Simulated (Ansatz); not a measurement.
**BH2F + H2 + HF: a complex and its separated parts**

The complex below is one end of an elementary step. How strongly is it bound against its free parts?

The runs use Ansatz 0.2.0, Gaussian basis; PBE0-D4/def2-TZVP structures, single points in def2-TZVPP, no counterpoise correction.

Levels: SPW92, PBE-D4, BLYP-D4, r2SCAN-D4, B97M-V, PBE0-D4, B3LYP-D4, r2SCAN0-D4, BHLYP-D4, CAM-B3LYP-D4, wB97X-V, wB97M-V, B2PLYP, PBE-QIDH, RPA on PBE, Hartree-Fock, MP2, CCSD, CCSD(T).

Correlated methods freeze the cores. B3LYP uses VWN-RPA correlation. B2PLYP carries no dispersion term here.

26 further runs of the same task are left out: 26 set aside as unsound or not needed.

### Step 1. The system as given

The complex: 8 atoms, charge 0, spin multiplicity 1.

Atoms are counted from 1 here; the program's logs count them from 0.

Bond lengths: B1–H3 1.194 Å, B1–H4 1.193 Å, B1–F6 1.332 Å, H2–H7 0.749 Å, H5–F8 0.926 Å. Angles: H3–B1–H4 125.5°, H3–B1–F6 117.0°, H4–B1–F6 117.4°.

As a file:

```mol
BF2H5
  3D, bonds by distance, orders not assigned

  8  5  0  0  0  0  0  0  0  0999 V2000
   -0.8520    0.6375   -0.6128 B   0  0
    0.6619   -1.4710   -1.0837 H   0  0
   -0.7989    0.7909   -1.7954 H   0  0
   -1.6418   -0.0477   -0.0380 H   0  0
    0.7633    0.4692    1.6153 H   0  0
    0.0181    1.3236    0.1267 F   0  0
    0.7998   -1.4616   -0.3478 H   0  0
    1.0495   -0.2407    2.1359 F   0  0
  1  3  8  0
  1  4  8  0
  1  6  8  0
  2  7  8  0
  5  8  8  0
M  END
```

Its parts: BH2F holds atoms 1, 3, 4, 6; H2 holds atoms 2, 7; HF holds atoms 5, 8. Each part counts its atoms afresh in its own runs.

### Step 2. Relaxing BH2F alone

The input, relax-a/in.yaml:

```yaml
crystal:
  periodic: [false, false, false]
  atoms:
    - {symbol: B, position_ang: [-0.852007, 0.637498, -0.612840]}
    - {symbol: H, position_ang: [-0.798866, 0.790907, -1.795434]}
    - {symbol: H, position_ang: [-1.641846, -0.047694, -0.037991]}
    - {symbol: F, position_ang: [0.018085, 1.323593, 0.126747]}
basis:
  gaussian: {orbitals: def2-TZVP}
hamiltonian: {xc: pbe0, dispersion: d4}
relax: {f_tol: 0.005, max_steps: 200}
```

The command line of these runs was not kept.

Further steps of the session: Relaxing H2 alone; Relaxing HF alone; wB97M-V/def2-TZVPP; CCSD(T)/def2-TZVPP; Vibrations of BH2F; Vibrations of H2; Vibrations of HF.

Q: Predict the outcome of this session. Wanted: complex less parts, CCSD(T)/def2-TZVPP; with zero-point energy; largest T1 diagnostic.

**Answer**, as computed:

| quantity | value |
| --- | --- |
| complex less parts, CCSD(T)/def2-TZVPP | -18.2 kJ/mol |
| with zero-point energy | -5.6 kJ/mol |
| largest T1 diagnostic | 0.013 |

**Reading.** At CCSD(T) the complex lies 18.2 kJ/mol below its parts. Among the functionals PBE-QIDH lands nearest to CCSD(T) (+0.4 kJ/mol) and SPW92 farthest (-18.9 kJ/mol). By rung, the mean size of the error is: LDA 18.9, GGA 2.3, meta-GGA 2.4, hybrid 2.4, range-separated hybrid 3.3, double hybrid 1.0 kJ/mol. PBE-D4 gives a relative energy 4.2 kJ/mol too low, inside chemical accuracy (1 kcal/mol, 4.2 kJ/mol). No counterpoise was applied, and triple zeta lacks some correlation, so the CCSD(T) reference has a basis error of its own, and close matches with it are partly luck.
